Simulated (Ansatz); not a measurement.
**BFH₂O₂ + H₂: a complex and its separated parts**

The complex below is one end of an elementary step. How strongly is it bound against its free parts?

The runs use Ansatz 0.2.0, Gaussian basis; PBE0-D4/def2-TZVP structures, single points in def2-TZVPP, no counterpoise correction.

Levels: SPW92, PBE-D4, BLYP-D4, r2SCAN-D4, B97M-V, PBE0-D4, B3LYP-D4, r2SCAN0-D4, BHLYP-D4, CAM-B3LYP-D4, wB97X-V, wB97M-V, B2PLYP, PBE-QIDH, RPA on PBE, Hartree-Fock, MP2, CCSD, CCSD(T).

Correlated methods freeze the cores. B3LYP uses VWN-RPA correlation. B2PLYP carries no dispersion term here.

95 further runs of the same task are left out: 1 that didn't finish, 94 set aside as unsound or not needed.

## (1) Where the work starts

The complex: 8 atoms, charge 0, spin multiplicity 1.

Atoms are counted from 1 here; the program's logs count them from 0.

Bond lengths: B1–O3 1.360 Å, B1–O4 1.352 Å, B1–F6 1.333 Å, H2–H5 0.747 Å, O3–H7 0.960 Å, O4–H8 0.960 Å. Angles: O3–B1–O4 121.6°, O3–B1–F6 120.5°, O4–B1–F6 117.8°, B1–O3–H7 113.0°, B1–O4–H8 112.5°.

Geometry (Å):

```tsv
atom	x (Å)	y (Å)	z (Å)
B1	-0.47049	-0.50547	0.34975
H2	1.78272	1.07125	-1.09727
O3	-1.31044	0.27775	-0.37953
O4	-0.14033	-0.19657	1.62352
H5	2.10209	0.40746	-0.97556
F6	0.04986	-1.61438	-0.17679
H7	-1.45711	-0.05430	-1.26798
H8	-0.55642	0.61437	1.92395
```

Its parts: BFH₂O₂ holds atoms 1, 3, 4, 6, 7, 8; H₂ holds atoms 2, 5. Each part counts its atoms afresh in its own runs.

## (2) Relaxing BFH₂O₂ alone

Contents of relax-a/in.yaml:

```yaml
crystal:
  periodic: [false, false, false]
  atoms:
    - {symbol: B, position_ang: [-0.470489, -0.505468, 0.349753]}
    - {symbol: O, position_ang: [-1.310436, 0.277747, -0.379531]}
    - {symbol: O, position_ang: [-0.140325, -0.196575, 1.623524]}
    - {symbol: F, position_ang: [0.049865, -1.614382, -0.176790]}
    - {symbol: H, position_ang: [-1.457113, -0.054296, -1.267976]}
    - {symbol: H, position_ang: [-0.556420, 0.614370, 1.923952]}
basis:
  gaussian: {orbitals: def2-TZVP}
hamiltonian: {xc: pbe0, dispersion: d4}
relax: {f_tol: 0.005, max_steps: 200}
```

On the command line:

```
$ ansatz run in.yaml --threads 2 --pin off --events-out ev --progress --plain --max-ram 4352MiB
```

After this run come: Relaxing H₂ alone; SPW92/def2-TZVPP; PBE-D4/def2-TZVPP; BLYP-D4/def2-TZVPP; r2SCAN-D4/def2-TZVPP; B97M-V/def2-TZVPP; PBE0-D4/def2-TZVPP; B3LYP-D4/def2-TZVPP; r2SCAN0-D4/def2-TZVPP; BHLYP-D4/def2-TZVPP; CAM-B3LYP-D4/def2-TZVPP; wB97X-V/def2-TZVPP; wB97M-V/def2-TZVPP; B2PLYP/def2-TZVPP; PBE-QIDH/def2-TZVPP; RPA on PBE/def2-TZVPP; CCSD(T)/def2-TZVPP; Vibrations of BFH₂O₂; Vibrations of H₂.

What does the calculation give? Wanted: complex less parts, CCSD(T)/def2-TZVPP; with zero-point energy; largest T1 diagnostic.

The runs gave:

| quantity | value |
| --- | --- |
| complex less parts, CCSD(T)/def2-TZVPP | -0.54 kcal/mol |
| with zero-point energy | +0.22 kcal/mol |
| largest T1 diagnostic | 0.012 |

What this shows: At CCSD(T) the complex lies 0.54 kcal/mol below its parts. The functionals run from B3LYP-D4, off by -0.01 kcal/mol, to SPW92, off by -0.77 kcal/mol, against CCSD(T). Mean unsigned error by rung: LDA 0.77, GGA 0.19, meta-GGA 0.08, hybrid 0.09, range-separated hybrid 0.15, double hybrid 0.25 kcal/mol. PBE-D4 gives a relative energy 0.28 kcal/mol too low, an error of 52 % of the reference. No counterpoise was applied, and triple zeta lacks some correlation, so the CCSD(T) reference has a basis error of its own, and close matches with it are partly luck.
